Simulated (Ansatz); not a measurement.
Wanted: the native input for an Ansatz 0.2.0 run.

```yaml
Task: relaxation of cell and atoms
Functional: revPBE
Potentials_or_basis: Ansatz PAW
Cutoff: "420 eV (not typed: the program's choice for these potentials)"
k_mesh: 8 × 8 × 7
Occupations: fermi-dirac, width 0.05 eV
Spin: no spin polarisation
```

PtSe:

```
CELL_PARAMETERS angstrom
3.70187 0.00000 0.00000
-1.85094 3.20591 0.00000
0.00000 0.00000 3.61284
ATOMIC_POSITIONS crystal
Pt 0.00000 0.00000 0.00000
Se 0.66667 0.33333 0.50000
```

The cell comes from a database or a generator and needn't be the stable form of this composition.

These files were run (other wordings do the same):

input.yaml

```yaml
crystal:
  lattice:
    - [3.70187033, 0.0, 0.0]
    - [-1.85093516, 3.20591375, 0.0]
    - [0.0, 0.0, 3.61284203]
  atoms:
    - { symbol: Pt, position: [0.0, 0.0, 0.0] }
    - { symbol: Se, position: [0.6666666667, 0.3333333333, 0.5] }
hamiltonian:
  xc: revpbe
  pseudopotentials: { kind: paw }
kpoints:
  mp_grid: { grid: [8, 8, 7] }
scf:
  occupations: { method: fermi_dirac, width: 0.05 }
output:
  forces: true
  stress: true
  eigenvalues: true
relax:
  f_tol: 0.01
  max_steps: 40
  cell: { stress_tol: 0.05 }
```

Potentials or basis: Ansatz PAW.

Command:

```bash
$ ansatz run input.yaml --threads 2 --pin off --max-ram 5632MiB --backend cpu --events-out ev --progress --plain --runs-dir out
```

Results of the run:

The relaxed volume is 19.57 Å³/atom, the relaxed cell is a = 3.765 Å, b = 3.765 Å, c = 3.188 Å, α = 90.00°, β = 90.00°, γ = 120.00° and the space group after relaxing (to 0.05 Å) is P-6m2 (No. 187). The energy gained by relaxing is 91.4 meV/atom. The ionic steps are 7, the pressure after relaxing is 0.0 GPa and the band gap on the k mesh is none (metal or under the smearing width).

Caveat: the plane-wave basis is chosen anew once the cell has moved, so the energies of steps on either side of that aren't comparable; the PAW data sets come from PBE, with cores solved anew for the run's functional, which leaves a small shift of forces and pressure.

Wall time 15 s on 2 threads of Arm Neoverse V1 (shared host), peak memory 0.36 GiB.
